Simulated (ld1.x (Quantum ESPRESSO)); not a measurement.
**Mo: a PAW potential and its near relatives**

One potential is built and tested. Then a few of its settings are changed, to learn what that costs or gains.

The numbers are computed with ld1.x (Quantum ESPRESSO) 7.5 (PBE, scalar-relativistic, spin-unpolarised reference atom).

5 further runs of the same task are left out: 5 that didn't finish.

## (1) Settings

The settings as typed:

```
element                 : molybdenum (Mo, Z = 42)
type                    : PAW
frozen core             : [Kr]
valence charge          : 6
reference configuration : 4d5 5s0.5 5p0 (charge +0.5)
partial waves           : 5s (bound): rcut 2.40, rcutus 2.80 bohr; 5s channel at 1 Ry: rcut 2.40, rcutus 2.80 bohr; 5p (bound, empty): rcut 2.55, rcutus 2.80 bohr; 5p channel at 2.8 Ry: rcut 2.55, rcutus 2.80 bohr; 4d (bound): rcut 2.25, rcutus 2.55 bohr; 4d channel at 0.1 Ry: rcut 2.25, rcutus 2.55 bohr
local potential         : all-electron potential smoothed inside 2.78 bohr (lloc = -2)
core correction         : Bessel-smoothed model core inside 1.70 bohr
augmentation charge     : BG, radius 2.25 bohr
```

The nodes and maxima of the atom's own shells, from an earlier all-electron run, set the scale for the radii.

All-electron outer shells of the reference configuration (PBE, scalar-relativistic, ld1.x):

```json
{"shell": "4s", "level (eV)": "-67.56", "outermost node (bohr)": "0.51", "outermost maximum (bohr)": "0.99"}
{"shell": "4p", "level (eV)": "-41.72", "outermost node (bohr)": "0.52", "outermost maximum (bohr)": "1.08"}
{"shell": "4d", "level (eV)": "-6.94", "outermost node (bohr)": "0.53", "outermost maximum (bohr)": "1.38"}
{"shell": "5s", "level (eV)": "-6.86", "outermost node (bohr)": "1.34", "outermost maximum (bohr)": "2.86"}
{"shell": "5p", "level (eV)": "-3.36", "outermost node (bohr)": "1.54", "outermost maximum (bohr)": "3.76"}
```

## (2) Generation of the first potential

Input file Mo.in:

```
 &input
   title='Mo', zed=42., rel=1, dft='PBE', iswitch=3,
   config='[Kr] 4d5 5s0.5 5p0',
   nld=3, rlderiv=3.05, eminld=-3.0, emaxld=5.0, deld=0.02
 /
 &inputp
   pseudotype=3, lpaw=.true., tm=.true., lloc=-2, rcloc=2.78,
   nlcc=.true., new_core_ps=.true., rcore=1.70,
   which_augfun='BG', rmatch_augfun=2.25,
   file_pseudopw='Mo.UPF', file_wfcaegen='ae.wfc', file_wfcncgen='nc.wfc', file_beta='beta', file_chi='chi', file_wfcusgen='us.wfc'
 /
6
5S  1  0   0.50   0.00  2.40  2.80  0.0
5S  1  0   0.00   1.00  2.40  2.80  0.0
5P  2  1   0.00   0.00  2.55  2.80  0.0
5P  2  1   0.00   2.80  2.55  2.80  0.0
4D  3  2   5.00   0.00  2.25  2.55  0.0
4D  3  2   0.00   0.10  2.25  2.55  0.0
 &test
   configts(1)='4d5 5s0.5 5p0'
 /
```

Started as:

```console
ld1.x < Mo.in > Mo.out
```

What the program wrote to Mo.out (without the banner and most projector matrices):

```text
     Program LD1 v.7.5
     --------------------------- All-electron run ----------------------------

     Mo
     scalar relativistic calculation

     atomic number is 42.00
     dft =PBE   lsd =0 sic =0 latt =0  beta=0.20 tr2=1.0E-14
     Exchange-correlation= PBE
                           (   1   4   3   4   0   0   0)
     mesh =1229 r(mesh) = 100.71859 a.u. xmin = -7.00 dx = 0.01250
     1 Ry =  13.60569312 eV, c = 137.03599908

     n l     nl                  e(Ry)          e(Ha)          e(eV)
     1 0     1S 1( 2.00)     -1457.1770      -728.5885    -19825.9027
     2 0     2S 1( 2.00)      -206.0017      -103.0008     -2802.7958
     2 1     2P 1( 6.00)      -184.1829       -92.0915     -2505.9363
     3 0     3S 1( 2.00)       -35.2581       -17.6290      -479.7105
     3 1     3P 1( 6.00)       -28.1075       -14.0537      -382.4216
     4 0     4S 1( 2.00)        -4.9658        -2.4829       -67.5633
     4 1     4P 1( 6.00)        -3.0665        -1.5333       -41.7221
     3 2     3D 1(10.00)       -16.4749        -8.2375      -224.1526
     4 2     4D 1( 5.00)        -0.5100        -0.2550        -6.9391
     5 0     5S 1( 0.50)        -0.5041        -0.2521        -6.8587
     5 1     5P 1( 0.00)        -0.2468        -0.1234        -3.3572

     final scf error:  3.8E-15 reached in  27 iterations

     Etot =   -8097.043394 Ry,   -4048.521697 Ha, -110165.887629 eV

     Ekin =    8348.761690 Ry,    4174.380845 Ha,  113590.689512 eV
     Encl =  -19504.410255 Ry,   -9752.205128 Ha, -265371.020475 eV
     Eh   =    3305.397911 Ry,    1652.698956 Ha,   44972.229627 eV
     Exc  =    -246.792741 Ry,    -123.396370 Ha,   -3357.786292 eV

     normalization and overlap integrals

     s(1S/1S) =  1.000000  <r> =   0.0352  <r2> =    0.0017  r(max) =   0.0229
     s(2S/2S) =  1.000000  <r> =   0.1537  <r2> =    0.0279  r(max) =   0.1303
     s(2P/2P) =  1.000000  <r> =   0.1340  <r2> =    0.0219  r(max) =   0.1041
     s(3S/3S) =  1.000000  <r> =   0.4289  <r2> =    0.2107  r(max) =   0.3819
     s(3P/3P) =  1.000000  <r> =   0.4306  <r2> =    0.2158  r(max) =   0.3771
     s(4S/4S) =  1.000000  <r> =   1.1081  <r2> =    1.3928  r(max) =   0.9874
     s(4P/4P) =  1.000000  <r> =   1.2385  <r2> =    1.7615  r(max) =   1.0777
     s(3D/3D) =  1.000000  <r> =   0.4153  <r2> =    0.2074  r(max) =   0.3246
     s(4D/4D) =  1.000000  <r> =   1.9433  <r2> =    4.7047  r(max) =   1.3838
     s(5S/5S) =  1.000000  <r> =   3.4156  <r2> =   13.3278  r(max) =   2.8572
     s(5P/5P) =  1.000000  <r> =   4.6158  <r2> =   24.5645  r(max) =   3.7615

     ------------------------ End of All-electron run ------------------------

     --------------------- Generating PAW atomic setup --------------------

      Generating local potential from pseudized AE potential:
      Matching radius rcloc =   2.7800
      Enforcing V''(0)=0 (lloc=-2)

      Local pseudo, rcloc= 2.752 Estimated cut-off energy=     4.20 Ry

      Computing core charge for nlcc:

       r > 1.71 : true rho core
      Core charge pseudized with two Bessel functions
      Integrated core pseudo-charge :  10.68
      Wfc-us  5S rcutus= 2.822  Estimated cut-off energy=     5.54 Ry
      Wfc-us  5S rcutus= 2.822  Estimated cut-off energy=     8.37 Ry
      Wfc-us  5P rcutus= 2.822  Estimated cut-off energy=     8.82 Ry
      Wfc-us  5P rcutus= 2.822  Estimated cut-off energy=    15.08 Ry
      Wfc-us  4D rcutus= 2.553  Estimated cut-off energy=    17.88 Ry
      Wfc-us  4D rcutus= 2.553  Estimated cut-off energy=    26.16 Ry

     Required augmentation: BG   radius:    2.250000
     Message from routine us2paw:
     WARNING: using Bloechl style augmentation functions is not a good idea, as analytical overlap are not implemented in pwscf: use BESSEL or GAUSS instead.
     Message from routine us2paw:
     WARNING: using Bloechl style augmentation functions is not a good idea, as analytical overlap are not implemented in pwscf: use BESSEL or GAUSS instead.
     Message from routine us2paw:
     WARNING: using Bloechl style augmentation functions is not a good idea, as analytical overlap are not implemented in pwscf: use BESSEL or GAUSS instead.
     Message from routine us2paw:
     WARNING: using Bloechl style augmentation functions is not a good idea, as analytical overlap are not implemented in pwscf: use BESSEL or GAUSS instead.
     [... 1 repeated line left out ...]
     WARNING: using Bloechl style augmentation functions is not a good idea, as analytical overlap are not implemented in pwscf: use BESSEL or GAUSS instead.
     [... 1 repeated line left out ...]
     WARNING: using Bloechl style augmentation functions is not a good idea, as analytical overlap are not implemented in pwscf: use BESSEL or GAUSS instead.
     [... 1 repeated line left out ...]
     WARNING: using Bloechl style augmentation functions is not a good idea, as analytical overlap are not implemented in pwscf: use BESSEL or GAUSS instead.
     [... 1 repeated line left out ...]
     WARNING: using Bloechl style augmentation functions is not a good idea, as analytical overlap are not implemented in pwscf: use BESSEL or GAUSS instead.
     [... 1 repeated line left out ...]
     WARNING: using Bloechl style augmentation functions is not a good idea, as analytical overlap are not implemented in pwscf: use BESSEL or GAUSS instead.
     [... 1 repeated line left out ...]
     WARNING: using Bloechl style augmentation functions is not a good idea, as analytical overlap are not implemented in pwscf: use BESSEL or GAUSS instead.
     [... 1 repeated line left out ...]
     WARNING: using Bloechl style augmentation functions is not a good idea, as analytical overlap are not implemented in pwscf: use BESSEL or GAUSS instead.
     [... 1 repeated line left out ...]
     WARNING: using Bloechl style augmentation functions is not a good idea, as analytical overlap are not implemented in pwscf: use BESSEL or GAUSS instead.
     [... 1 repeated line left out ...]
     WARNING: using Bloechl style augmentation functions is not a good idea, as analytical overlap are not implemented in pwscf: use BESSEL or GAUSS instead.
     [... 1 repeated line left out ...]
     WARNING: using Bloechl style augmentation functions is not a good idea, as analytical overlap are not implemented in pwscf: use BESSEL or GAUSS instead.
     [... 1 repeated line left out ...]
     WARNING: using Bloechl style augmentation functions is not a good idea, as analytical overlap are not implemented in pwscf: use BESSEL or GAUSS instead.
     [... 1 repeated line left out ...]
     WARNING: using Bloechl style augmentation functions is not a good idea, as analytical overlap are not implemented in pwscf: use BESSEL or GAUSS instead.
     [... 1 repeated line left out ...]
     WARNING: using Bloechl style augmentation functions is not a good idea, as analytical overlap are not implemented in pwscf: use BESSEL or GAUSS instead.
     [... 1 repeated line left out ...]
     WARNING: using Bloechl style augmentation functions is not a good idea, as analytical overlap are not implemented in pwscf: use BESSEL or GAUSS instead.
     [... 1 repeated line left out ...]
     WARNING: using Bloechl style augmentation functions is not a good idea, as analytical overlap are not implemented in pwscf: use BESSEL or GAUSS instead.
     [... 1 repeated line left out ...]
     WARNING: using Bloechl style augmentation functions is not a good idea, as analytical overlap are not implemented in pwscf: use BESSEL or GAUSS instead.
     [... 1 repeated line left out ...]
     WARNING: using Bloechl style augmentation functions is not a good idea, as analytical overlap are not implemented in pwscf: use BESSEL or GAUSS instead.
     [... 1 repeated line left out ...]
     WARNING: using Bloechl style augmentation functions is not a good idea, as analytical overlap are not implemented in pwscf: use BESSEL or GAUSS instead.
     [... 1 repeated line left out ...]
     WARNING: using Bloechl style augmentation functions is not a good idea, as analytical overlap are not implemented in pwscf: use BESSEL or GAUSS instead.
     [... 1 repeated line left out ...]
     WARNING: using Bloechl style augmentation functions is not a good idea, as analytical overlap are not implemented in pwscf: use BESSEL or GAUSS instead.
     [... 1 repeated line left out ...]
     WARNING: using Bloechl style augmentation functions is not a good idea, as analytical overlap are not implemented in pwscf: use BESSEL or GAUSS instead.
     [... 1 repeated line left out ...]
     WARNING: using Bloechl style augmentation functions is not a good idea, as analytical overlap are not implemented in pwscf: use BESSEL or GAUSS instead.
     Gaussians generated with zeta:     6.111883

     Estimated PAW energy = -256.023551 Ryd

     The PAW screened D coefficients
     0.38051     0.42864     0.00000     0.00000     0.00000     0.00000
     0.42864     0.49677     0.00000     0.00000     0.00000     0.00000
     0.00000     0.00000     0.07839     0.18568     0.00000     0.00000
     0.00000     0.00000     0.18568     0.44824     0.00000     0.00000
     0.00000     0.00000     0.00000     0.00000    -1.08209    -0.68640
     0.00000     0.00000     0.00000     0.00000    -0.68640    -0.47849

     The PAW descreened D coefficients (US)
     0.09321     0.07127     0.00000     0.00000     0.00000     0.00000
     0.07127     0.05759     0.00000     0.00000     0.00000     0.00000
     0.00000     0.00000     0.12830     0.18307     0.00000     0.00000
     0.00000     0.00000     0.18307     0.27421     0.00000     0.00000
     0.00000     0.00000     0.00000     0.00000     0.46496     0.26490
     0.00000     0.00000     0.00000     0.00000     0.26490     0.10616

     ------------------- End of pseudopotential generation -------------------

     [... the all-electron block is printed once more ...]


     Computing logarithmic derivative in   3.06057
     Computing logarithmic derivative in   3.06057
     Computing the partial wave expansion
     R is outside the sphere for l=    0 j= 0.00
     R is outside the sphere for l=    0 j= 0.00
     R is outside the sphere for l=    1 j= 0.00
     R is outside the sphere for l=    1 j= 0.00
     R is outside the sphere for l=    2 j= 0.00
     R is outside the sphere for l=    2 j= 0.00

     ---------------------- Testing the pseudopotential ----------------------

     Mo
     scalar relativistic calculation

     atomic number is 42.00   valence charge is  6.00
     dft = SLA  PW   PBX  PBC   lsd =0 sic =0 latt =0  beta=0.20 tr2=1.0E-14
     mesh =1229 r(mesh) = 100.71859 xmin = -7.00 dx = 0.01250

     n l     nl             e AE (Ry)        e PS (Ry)    De AE-PS (Ry)
     3 2     4D   1( 5.00)       -0.51001       -0.51001        0.00000
     1 0     5S   1( 0.50)       -0.50411       -0.50411        0.00000
     2 1     5P   1( 0.00)       -0.24675       -0.24675        0.00000

     eps = 2.4E-15  iter =  3

     Etot =   -8097.043394 Ry,   -4048.521697 Ha, -110165.887629 eV
     Etotps =  -256.023553 Ry,    -128.011777 Ha,   -3483.377899 eV

     Ekin =      41.592017 Ry,      20.796009 Ha,     565.888222 eV
     Encl =     -64.289147 Ry,     -32.144573 Ha,    -874.698404 eV
     Ehrt =      13.466315 Ry,       6.733157 Ha,     183.218544 eV
     Ecxc =    -246.792738 Ry,    -123.396369 Ha,   -3357.786261 eV
     (Ecc =     -15.222522 Ry,      -7.611261 Ha,    -207.112965 eV)

     ---------------------- End of pseudopotential test ----------------------
```

It took 2.1 s on 1 thread, shared host. This counts the later configuration tests of the new file too.

Partial waves on a coarse radial grid (AE all-electron, PS pseudo):

```csv
r (bohr),5p AE,5p PS
0.140,-0.0269,0.0006
0.280,0.1173,0.0025
0.420,0.0763,0.0058
0.560,-0.0422,0.0110
0.700,-0.1434,0.0185
0.840,-0.1973,0.0287
0.980,-0.2050,0.0420
1.120,-0.1778,0.0589
1.260,-0.1280,0.0796
1.400,-0.0659,0.1040
1.540,0.0011,0.1320
1.680,0.0681,0.1634
1.820,0.1324,0.1974
1.960,0.1920,0.2332
2.100,0.2462,0.2701
2.240,0.2947,0.3068
2.380,0.3373,0.3424
2.520,0.3743,0.3759
2.660,0.4059,0.4061
2.800,0.4324,0.4324
2.940,0.4542,0.4542
3.080,0.4717,0.4717
3.220,0.4851,0.4851
3.360,0.4950,0.4950
3.500,0.5016,0.5016
3.640,0.5053,0.5053
```

[end of part 1 of 3]
